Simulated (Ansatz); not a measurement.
**F2H2NSTa: basis-set convergence**

The task here is to estimate one member of a computed series from the others.

Method: one geometry, several basis sets; program: Ansatz 0.2.0, Gaussian basis.

The runs, in order: PBE0-D4/def2-SVP; ωB97M-V/def2-SVP; PBE0-D4/def2-QZVPP; ωB97M-V/def2-QZVPP; the functionals' def2-TZVPP values are taken from earlier runs.

### The relaxed structure

The geometry comes from an earlier relaxation with PBE0-D4 in a triple-zeta def2 set; it is a stationary point, not always the lowest conformer. Ta takes the def2 core potential; no spin-orbit term is included.

SMILES `[NH2][Ta]([F])([F])=[S]`, 7 atoms, charge 0, spin multiplicity 1.

Atoms are counted from 1 here; the program's logs count them from 0.

Bond lengths: N1–Ta2 1.949 Å, N1–H6 1.012 Å, N1–H7 1.009 Å, Ta2–F3 1.872 Å, Ta2–F4 1.872 Å, Ta2–S5 2.156 Å. Angles: Ta2–N1–H6 123.0°, Ta2–N1–H7 126.2°, H6–N1–H7 110.8°, N1–Ta2–F3 109.7°, N1–Ta2–F4 109.7°, N1–Ta2–S5 105.3°, F3–Ta2–F4 109.2°, F3–Ta2–S5 111.4°, F4–Ta2–S5 111.4°.

Geometry (Å):

```mol
F2H2NSTa
  3D, bonds by distance, orders not assigned

  7  6  0  0  0  0  0  0  0  0999 V2000
   -0.8938    0.6317    0.4878 N   0  0
    0.5681   -0.4263   -0.2488 Ta  0  0
    2.1623   -0.0056    0.6376 F   0  0
    0.2036   -2.2489   -0.0277 F   0  0
    0.6628    0.1097   -2.3346 S   0  0
   -1.1716    0.5859    1.4599 H   0  0
   -1.4703    1.2855   -0.0198 H   0  0
  1  2  8  0
  2  3  8  0
  2  4  8  0
  2  5  8  0
  1  6  8  0
  1  7  8  0
M  END
```

The first run:

The input, in.yaml:

```yaml
crystal:
  periodic: [false, false, false]
  atoms:
    - {symbol: N, position_ang: [-0.893768, 0.631677, 0.487755]}
    - {symbol: Ta, position_ang: [0.568116, -0.426256, -0.248754]}
    - {symbol: F, position_ang: [2.162262, -0.005608, 0.637636]}
    - {symbol: F, position_ang: [0.203612, -2.248942, -0.027678]}
    - {symbol: S, position_ang: [0.662821, 0.109741, -2.334642]}
    - {symbol: H, position_ang: [-1.171591, 0.585886, 1.459881]}
    - {symbol: H, position_ang: [-1.470252, 1.285502, -0.019799]}
basis:
  gaussian: {orbitals: def2-SVP}
hamiltonian: {xc: pbe0, dispersion: d4}
output: {orbitals: {seedname: orbitals}}
```

Run with:

```sh
$ ansatz run in.yaml --threads 4 --pin off --events-out ev --progress --plain --max-ram 10444MiB
```

Steps of the session up to this table: PBE0-D4 in def2-SVP; ωB97M-V in def2-SVP; PBE0-D4 in def2-QZVPP; ωB97M-V in def2-QZVPP.

One of the session's tables, all rows but one given; the rest of the session is left out.

It belongs to the step «Density functionals: the series». 

```
functional       basis  HOMO (eV)  LUMO (eV)
   PBE0-D4    def2-SVP      -7.83      -1.88
   PBE0-D4  def2-TZVPP      -7.82      -1.87
   PBE0-D4  def2-QZVPP          ?          ?
   ωB97M-V    def2-SVP      -9.91       0.25
   ωB97M-V  def2-TZVPP      -9.92       0.24
   ωB97M-V  def2-QZVPP      -9.96       0.16
```

Estimate the missing values for PBE0-D4, def2-QZVPP.

As computed: HOMO (eV): -7.84; LUMO (eV): -1.90. In the column «HOMO (eV)» it lies between ωB97M-V, def2-SVP (-9.91) and PBE0-D4, def2-SVP (-7.83).
